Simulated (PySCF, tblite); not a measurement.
# C8H9P2−: geometry, infrared bands and NMR shifts

Wanted: the infrared bands and NMR shifts of C8H9P2− (`C=Cc1pc(C=C)c(C)[p-]1`), by calculation.

Computed with tblite 0.8.0 and PySCF 2.14.0, with density-fitted response routines of our own, on a single molecule in the gas phase. Atoms count from 0, in the outputs and in this text.

### 1 Starting geometry

19 atoms, charge -1, multiplicity 1; geometry from: force field or distance geometry start.

Bonds of the start (Å): C0–C1 1.33, C1–C2 1.41, C2–P3 1.83, P3–C4 1.87, C4–C5 1.42, C5–C6 1.31, C4–C7 1.53, C7–C8 1.48, C7–P9 1.55, P9–C2 1.81, C0–H10 1.09, C0–H11 1.07, C1–H12 1.07, C5–H13 1.06, C6–H14 1.09, C6–H15 1.10, C8–H16 1.13, C8–H17 1.11, C8–H18 1.09.

### 2 Optimising the geometry with GFN2-xTB

What the job is given:

```
{"job": {"kind": "relax", "xc": "GFN2-xTB", "basis": "xTB"}, "charge": -1, "multiplicity": 1}
C      4.013700    -0.148400     0.986500
C      3.314900    -0.366400    -0.128400
C      1.914300    -0.222700    -0.072700
P      0.479800     0.211700     0.976900
C     -1.184800     0.137200     0.124800
C     -2.346300     0.453400     0.869200
C     -2.245300     0.782500     2.129600
C     -0.773200    -0.270300    -1.286800
C     -1.906700    -0.411700    -2.231300
P      0.758900    -0.471600    -1.445600
H      3.460600     0.144200     1.881500
H      5.076700    -0.263400     0.959300
H      3.769100    -0.664800    -1.051100
H     -3.285400     0.415700     0.372900
H     -1.317900     0.843800     2.693500
H     -3.172100     1.012200     2.673100
H     -1.662600     0.081100    -3.215400
H     -2.731500     0.192100    -1.791700
H     -2.171900    -1.445500    -2.451600
```

Run with:

```sh
OMP_NUM_THREADS=1 python probes_run.py task.json out
```

One launch serves the whole session: the jobs run in the order shown.

**Question.** This job is followed by: GFN2-xTB harmonic vibrations, gas phase; GIAO PBE0/pcSseg-1 NMR shielding, non-relativistic, gas phase. What will the session give for the following? strongest single infrared mode (GFN2-xTB); zero-point energy (GFN2-xTB); 13C shifts against TMS (PBE0/pcSseg-1); 1H shifts against TMS (PBE0/pcSseg-1, means over atoms taken as alike); 31P shifts against H3PO4 (PBE0/pcSseg-1).

The runs gave:

| quantity | value |
| --- | --- |
| strongest single infrared mode (GFN2-xTB) | 3056 cm⁻¹, 156 km/mol |
| zero-point energy (GFN2-xTB) | 87.7 kcal/mol |
| 13C shifts against TMS (PBE0/pcSseg-1) | 187.9, 161.6, 160.9, 149.8, 144.5, 101.4, 96.6, 18.4 ppm |
| 1H shifts against TMS (PBE0/pcSseg-1, means over atoms taken as alike) | 7.08, 7.01, 6.14, 6.05, 4.29, 4.03, 2.50 ppm |
| 31P shifts against H3PO4 (PBE0/pcSseg-1) | 214.6, 179.2 ppm |

**Reading.** The optimisation took 86 steps and gained 3.645 eV; among the close pairs (by a distance rule), C7–P9 changed most, from 1.553 to 1.741 Å. No mode is imaginary among the 51: a minimum at this level. GFN2-xTB is a fitted tight-binding method: band positions and strengths are rough. Its intensities can rank the bands wrongly. At PBE0/pcSseg-1: The largest span, 488 ppm, is at P3, where the paramagnetic term is -835 ppm. NICS(1)zz of -18 ppm above the planar ring from C2 marks a diatropic (aromatic) ring current.
